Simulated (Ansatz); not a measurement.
# C4H11GaO: small, medium and large basis sets

One table from this session's results is given with a row withheld; the runs are named, their logs left out.

Computed with Ansatz 0.2.0, Gaussian basis. Level: one geometry, several basis sets.

Plan: PBE0-D4/def2-SVP; ωB97M-V/def2-SVP; PBE0-D4/def2-QZVPP; ωB97M-V/def2-QZVPP; the functionals' def2-TZVPP values are taken from earlier runs.

### The geometry

The geometry comes from an earlier relaxation with PBE0-D4 in a triple-zeta def2 set; it is a stationary point, not always the lowest conformer.

SMILES `C[C](C)([GaH2])CO`, 17 atoms, charge 0, spin multiplicity 1.

Atoms are counted from 1 here; the program's logs count them from 0.

Bond lengths: C1–C2 1.523 Å, C1–H7 1.093 Å, C1–H8 1.099 Å, C1–H9 1.093 Å, C2–C3 1.518 Å, C2–Ga4 2.028 Å, C2–C5 1.517 Å, C3–H10 1.093 Å, C3–H11 1.094 Å, C3–H12 1.099 Å, Ga4–H13 1.581 Å, Ga4–H14 1.573 Å, C5–O6 1.456 Å, C5–H15 1.098 Å, C5–H16 1.095 Å, O6–H17 0.961 Å. Angles: C2–C1–H7 111.3°, C2–C1–H8 111.1°, C2–C1–H9 112.0°, H7–C1–H8 107.3°, H7–C1–H9 107.2°, H8–C1–H9 107.7°, C1–C2–C3 111.0°, C1–C2–Ga4 111.8°, C1–C2–C5 110.8°, C3–C2–Ga4 117.8°, C3–C2–C5 111.7°, Ga4–C2–C5 92.3°, C2–C3–H10 110.9°, C2–C3–H11 112.1°, C2–C3–H12 111.7°, H10–C3–H11 107.5°, H10–C3–H12 106.6°, H11–C3–H12 107.7° and more.

Coordinates:

```mol
C4H11GaO
  3D, bonds by distance, orders not assigned

 17 16  0  0  0  0  0  0  0  0999 V2000
   -1.2092   -0.8837   -0.7252 C   0  0
   -0.1213   -0.2588    0.1377 C   0  0
   -0.1551   -0.8225    1.5469 C   0  0
    1.6651   -0.2104   -0.8205 Ga  0  0
   -0.2341    1.2539    0.1352 C   0  0
    0.5082    1.6693   -1.0461 O   0  0
   -1.0605   -1.9613   -0.8332 H   0  0
   -2.2031   -0.7334   -0.2800 H   0  0
   -1.2283   -0.4577   -1.7320 H   0  0
   -0.0268   -1.9081    1.5366 H   0  0
    0.6347   -0.4042    2.1774 H   0  0
   -1.1170   -0.6238    2.0405 H   0  0
    2.9219    0.2694    0.0102 H   0  0
    1.8399   -0.8259   -2.2574 H   0  0
   -1.2605    1.6345    0.0559 H   0  0
    0.2398    1.6828    1.0239 H   0  0
    0.8063    2.5800   -0.9698 H   0  0
  1  2  8  0
  2  3  8  0
  2  4  8  0
  2  5  8  0
  5  6  8  0
  1  7  8  0
  1  8  8  0
  1  9  8  0
  3 10  8  0
  3 11  8  0
  3 12  8  0
  4 13  8  0
  4 14  8  0
  5 15  8  0
  5 16  8  0
  6 17  8  0
M  END
```

The first run:

in.yaml

```yaml
crystal:
  periodic: [false, false, false]
  atoms:
    - {symbol: C, position_ang: [-1.209155, -0.883669, -0.725246]}
    - {symbol: C, position_ang: [-0.121264, -0.258789, 0.137725]}
    - {symbol: C, position_ang: [-0.155070, -0.822547, 1.546869]}
    - {symbol: Ga, position_ang: [1.665102, -0.210392, -0.820476]}
    - {symbol: C, position_ang: [-0.234061, 1.253893, 0.135172]}
    - {symbol: O, position_ang: [0.508219, 1.669310, -1.046089]}
    - {symbol: H, position_ang: [-1.060531, -1.961292, -0.833183]}
    - {symbol: H, position_ang: [-2.203134, -0.733407, -0.279994]}
    - {symbol: H, position_ang: [-1.228342, -0.457741, -1.731977]}
    - {symbol: H, position_ang: [-0.026757, -1.908143, 1.536550]}
    - {symbol: H, position_ang: [0.634683, -0.404235, 2.177351]}
    - {symbol: H, position_ang: [-1.117026, -0.623780, 2.040482]}
    - {symbol: H, position_ang: [2.921871, 0.269370, 0.010235]}
    - {symbol: H, position_ang: [1.839866, -0.825876, -2.257440]}
    - {symbol: H, position_ang: [-1.260492, 1.634495, 0.055864]}
    - {symbol: H, position_ang: [0.239774, 1.682815, 1.023948]}
    - {symbol: H, position_ang: [0.806308, 2.580006, -0.969799]}
basis:
  gaussian: {orbitals: def2-SVP}
hamiltonian: {xc: pbe0, dispersion: d4}
output: {orbitals: {seedname: orbitals}}
```

On the command line:

```sh
$ ansatz run in.yaml --threads 2 --pin off --events-out ev --progress --plain --max-ram 32768MiB --backend cpu
```

Among the steps run: PBE0-D4 in def2-SVP; ωB97M-V in def2-SVP; PBE0-D4 in def2-QZVPP; ωB97M-V in def2-QZVPP.

One table of the session follows, with a row left open; its other results are not shown here.

It belongs to the step «Density functionals: the series». 

```
functional       basis  HOMO (eV)
   PBE0-D4    def2-SVP      -6.61
   PBE0-D4  def2-TZVPP      -6.65
   PBE0-D4  def2-QZVPP      -6.66
   ωB97M-V    def2-SVP      -8.75
   ωB97M-V  def2-TZVPP          ?
   ωB97M-V  def2-QZVPP      -8.81
```

**Question.** Estimate the row for ωB97M-V, def2-TZVPP.

**Answer.** HOMO (eV): -8.80. In the column «HOMO (eV)» it lies between ωB97M-V, def2-QZVPP (-8.81) and ωB97M-V, def2-SVP (-8.75).
